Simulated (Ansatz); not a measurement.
# AlBeH₂ (doublet): wave-function methods side by side at twist about Al1–Be2 = 60.6°, 6-31G

How much of the correlation energy of AlBeH₂ (doublet) does each wave-function method recover here?

Computed with Ansatz 0.2.0, Gaussian basis. Level: 6-31G, core rule «outside noble gas», up to 6 orbitals frozen.

To be run: UHF; CCSD(T) on ROHF; CCSD(T) on UHF; BCCD(T) on ROHF; CISD as a restricted active space (open shells left free, so some higher excitations enter); CCSDT(Q) on ROHF; CCSDT(Q) on UHF; CCSDTQ on ROHF; CASSCF and MRCISD+Q, 3 electrons in 3 orbitals; CASSCF and NEVPT2, 3 electrons in 3 orbitals; CASSCF and MRCISD+Q, 7 electrons in 10 orbitals; CASSCF and NEVPT2, 7 electrons in 10 orbitals; Full CI.

12 further runs of the same task are left out: 10 that didn't finish, 2 set aside as unsound or not needed. Runs told in other sessions of the task aren't counted.

## 1. The system

The geometry derives from a PBE0/def2-TZVP stationary point (not a proven minimum). One half is turned about the bond named; the halves are rigid.

4 atoms, charge 0, spin multiplicity 2.

Atoms are counted from 1 here; the program's logs count them from 0.

Bond lengths: Al1–H3 1.603 Å, Be2–H4 1.345 Å.

## 2. UHF

The input, in.yaml:

```yaml
crystal:
  periodic: [false, false, false]
  atoms:
    - {symbol: Al, position_ang: [0.005625, -0.090509, 0.612161]}
    - {symbol: Be, position_ang: [0.005625, 0.142245, -1.695055]}
    - {symbol: H, position_ang: [0.005625, 0.994918, 1.791755]}
    - {symbol: H, position_ang: [-0.206500, 0.156066, -3.022899]}
basis:
  gaussian: {orbitals: 6-31G}
magnetization: {spin_polarized: true, initial_magnetization: 1}
hamiltonian: {xc: hf}
output: {orbitals: {seedname: orbitals}}
```

On the command line:

```bash
> ansatz run in.yaml --threads 1 --pin off --events-out ev --progress --plain --max-ram 2393MiB
```

After this run come: CCSD(T) on ROHF; CCSD(T) on UHF; BCCD(T) on ROHF; CISD as a restricted active space (open shells left free, so some higher excitations enter); CCSDT(Q) on ROHF; CCSDT(Q) on UHF; CCSDTQ on ROHF; CASSCF and MRCISD+Q, 3 electrons in 3 orbitals; CASSCF and NEVPT2, 3 electrons in 3 orbitals; CASSCF and MRCISD+Q, 7 electrons in 10 orbitals; CASSCF and NEVPT2, 7 electrons in 10 orbitals; Full CI.

**Question.** What will the summary of the whole plan be? Wanted: FCI from the RHF energy; RMP2 from FCI; UMP2 from FCI; RCCSD from FCI; RCCSD(T) from FCI; UCCSD(T) from FCI; RCCSDT(Q) from FCI; UCCSDT(Q) from FCI; NEVPT2 pair from FCI.

The runs gave:

| quantity | value |
| --- | --- |
| FCI from the ROHF energy | -1.9603 eV |
| RMP2 from FCI | +62.1 kJ/mol |
| UMP2 from FCI | +61.1 kJ/mol |
| RCCSD from FCI | +5.1 kJ/mol |
| RCCSD(T) from FCI | +1.9 kJ/mol |
| UCCSD(T) from FCI | +1.8 kJ/mol |
| RCCSDT(Q) from FCI | +0.1 kJ/mol |
| UCCSDT(Q) from FCI | +0.1 kJ/mol |
| NEVPT2 pair from FCI | +52.4 kJ/mol |
| MRCISD+Q pair from FCI | 0.0 kJ/mol |
| NEVPT2 valence from FCI | +14.8 kJ/mol |
| levels within 1 kcal/mol (43 meV) | RCCSD(T), UCCSD(T), BCCD(T), RCCSDT, UCCSDT, RCCSDT(Q), UCCSDT(Q), RCCSDTQ, MRCISD+Q pair, MRCISD valence, MRCISD+Q valence |
| T1 diagnostic | 0.028 |
| effectively unpaired electrons | 1.04 |

What this shows: RCCSD(T) misses by +1.9 kJ/mol, 1.0 % of the correlation energy. One determinant dominates. Of the multireference levels listed MRCISD+Q pair comes nearest in total energy (0.0 kJ/mol), which doesn't show that its space is the better one. These misses are within one basis, not against nature; the frozen cores of restricted and unrestricted runs differ, which can shift their rows.

Levels on UHF freeze UHF's core orbitals, full CI those of ROHF, so the U rows can settle a little off it for that reason alone.

With open shells the CI space here admits some higher excitations, so it is larger than plain CISD.
